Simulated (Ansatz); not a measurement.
2 structures of Ta2H: a ranking of polymorphs by energy, run with the Ansatz DFT code, driven from Python.

`ta2h_c222.xyz`
```text
3
Lattice="1.72049511 -2.37146903 0.0 1.72049511 2.37146903 0.0 0.0 0.0 4.75856939" Properties=species:S:1:pos:R:3 pbc="T T T"
Ta    0.86024755    1.18573452    1.25897361
Ta    0.86024755   -1.18573452    3.49959578
H     0.00000000    0.00000000    0.00000000
```

`ta2h_p_4m2.cif`
```cif
data_Ta2H
_cell_length_a 3.372436
_cell_length_b 3.372436
_cell_length_c 3.410112
_cell_angle_alpha 90.00000
_cell_angle_beta 90.00000
_cell_angle_gamma 90.00000
_symmetry_space_group_name_H-M 'P 1'
_symmetry_Int_Tables_number 1
loop_
_symmetry_equiv_pos_as_xyz
'x, y, z'
loop_
_atom_site_label
_atom_site_type_symbol
_atom_site_fract_x
_atom_site_fract_y
_atom_site_fract_z
Ta1 Ta    0.500000    0.000000    0.741323
Ta2 Ta    0.000000    0.500000    0.258677
H3 H    0.000000    0.000000    0.000000
```

`polymorphs.py`
```python
"""Relative energies of Ta2H phases, after relaxing atoms and volume at fixed cell shape."""

import warnings

import ansatz as az
from ase.io import read
import numpy as np
import pandas as pd
import spglib


def ground_state(name, crystal):
    calc = (
        crystal.calculation()
        .basis(470)
        .functional("lda")
        .kpoints(spacing=0.33)
        .occupations("fermi_dirac", width=0.1)
        .stress()
        .band_table()
    )
    calc = calc.relax(force_tolerance=0.03, max_steps=40, fix_cell=["shape"])
    return calc.run()


def volume_per_atom(outcome):
    return abs(np.linalg.det(outcome.lattice.cell_ang)) / len(outcome.lattice.sites)


def space_group(outcome):
    sites = outcome.report["lattice"]["sites"]
    kinds = sorted({site["symbol"] for site in sites})
    cell = (outcome.lattice.cell_ang, [site["position_frac"] for site in sites], [kinds.index(site["symbol"]) for site in sites])
    return spglib.get_spacegroup(cell, symprec=0.01)

warnings.simplefilter("ignore", az.DeckWarning)

phases = {}
c222 = az.Crystal.from_extxyz("ta2h_c222.xyz")
phases["C222"] = c222
atoms = read("ta2h_p_4m2.cif")
p_4m2 = az.Crystal.from_ase(atoms)
phases["P-4m2"] = p_4m2

done = {name: ground_state(name, crystal) for name, crystal in phases.items()}

energy = {name: o.report["energy_sigma0_ev"] / len(o.lattice.sites) for name, o in done.items()}
lowest = min(energy.values())
rows = [(name, len(o.lattice.sites), 1000 * (energy[name] - lowest), volume_per_atom(o), space_group(o)) for name, o in done.items()]
rows.sort(key=lambda row: row[2])
print(pd.DataFrame(rows, columns=["phase", "atoms", "dE (meV/atom)", "V (A^3/atom)", "space group"]).round(4).to_string(index=False))
print("lowest in energy:", rows[0][0])
```

Which of these structures comes out lowest, and how far apart are they?

By space group at the end of each run: C222 (+0 meV an atom, 12.4 Å³) and P-4m2 (+44 meV an atom, 12.4 Å³).

The run itself:

Output of `python polymorphs.py`:
```text
phase  atoms  dE (meV/atom)  V (A^3/atom) space group
 C222      3         0.0000       12.4062   C222 (21)
P-4m2      3        43.9171       12.4038 P-4m2 (115)
lowest in energy: C222
```

What to keep in mind:
- No spin polarisation was allowed.
- For the metals among these phases the mesh is modest: differences between phases can be off by up to 40 meV an atom.
- Atoms and volume are relaxed with the cell's shape held, which in cells of lower than cubic symmetry can hide stresses and shift volumes.
- Spin-orbit coupling, which matters for elements this heavy, is left out.
- The cells come from databases of deposited and of computed structures, and not all need be stable phases.
- The ranking holds among these structures alone, at zero temperature; the ground state may be another structure. Differences under about 40 meV an atom lie within the error of mesh and functional.
- Run time: 45 s on 1 thread of Arm Neoverse V2 (shared host), peak memory 0.5 GiB.

(Lines on the test bed's own set-up are left out of the output.)
